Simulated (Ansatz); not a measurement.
# LiSi16: the cost of one run

All numbers below are computed with Ansatz 0.2.0 (DFT PBE+D3(BJ), plane waves, PAW, scalar-relativistic, no spin polarisation).

### 1 The starting structure

The cell holds 17 atoms (LiSi16): a = 7.679 Å, b = 7.679 Å, c = 7.679 Å, α = 60.00°, β = 60.00°, γ = 60.00°.

Its coordinates follow in the input file.

### 2 End point A

input.yaml

```yaml
crystal:
  lattice:
    - [0.0, 5.43, 5.43]
    - [5.43, 0.0, 5.43]
    - [5.43, 5.43, 0.0]
  atoms:
    - { symbol: Si, position: [0.0, 0.0, 0.0] }
    - { symbol: Si, position: [0.125, 0.125, 0.125] }
    - { symbol: Si, position: [0.0, 0.0, 0.5] }
    - { symbol: Si, position: [0.125, 0.125, 0.625] }
    - { symbol: Si, position: [0.0, 0.5, 0.0] }
    - { symbol: Si, position: [0.125, 0.625, 0.125] }
    - { symbol: Si, position: [0.0, 0.5, 0.5] }
    - { symbol: Si, position: [0.125, 0.625, 0.625] }
    - { symbol: Si, position: [0.5, 0.0, 0.0] }
    - { symbol: Si, position: [0.625, 0.125, 0.125] }
    - { symbol: Si, position: [0.5, 0.0, 0.5] }
    - { symbol: Si, position: [0.625, 0.125, 0.625] }
    - { symbol: Si, position: [0.5, 0.5, 0.0] }
    - { symbol: Si, position: [0.625, 0.625, 0.125] }
    - { symbol: Si, position: [0.5, 0.5, 0.5] }
    - { symbol: Si, position: [0.625, 0.625, 0.625] }
    - { symbol: Li, position: [0.5682174, 0.8105697, 0.8092748] }
total_charge: 1
basis:
  ecutwfc: 420.0
kpoints:
  mp_grid: { grid: [2, 2, 2] }
hamiltonian:
  xc: pbe
  dispersion: d3bj
  pseudopotentials: { kind: paw, azcp: { folder: soft_1 } }
scf:
  occupations: { method: gaussian, width: 0.05 }
  lower_state_search: "off"
relax:
  f_tol: 0.03
  max_steps: 60
  adjacent_minimum: "off"
```

Command:

```console
> ansatz run input.yaml --threads 1 --pin off --max-ram 3072MiB --backend cpu --events-out ev --progress --plain --runs-dir out
```

**Question.** How long does this run take on 1 thread of Arm Neoverse V2, shared host, and how much memory does it need?

About 46 s, with a peak of 0.51 GiB.
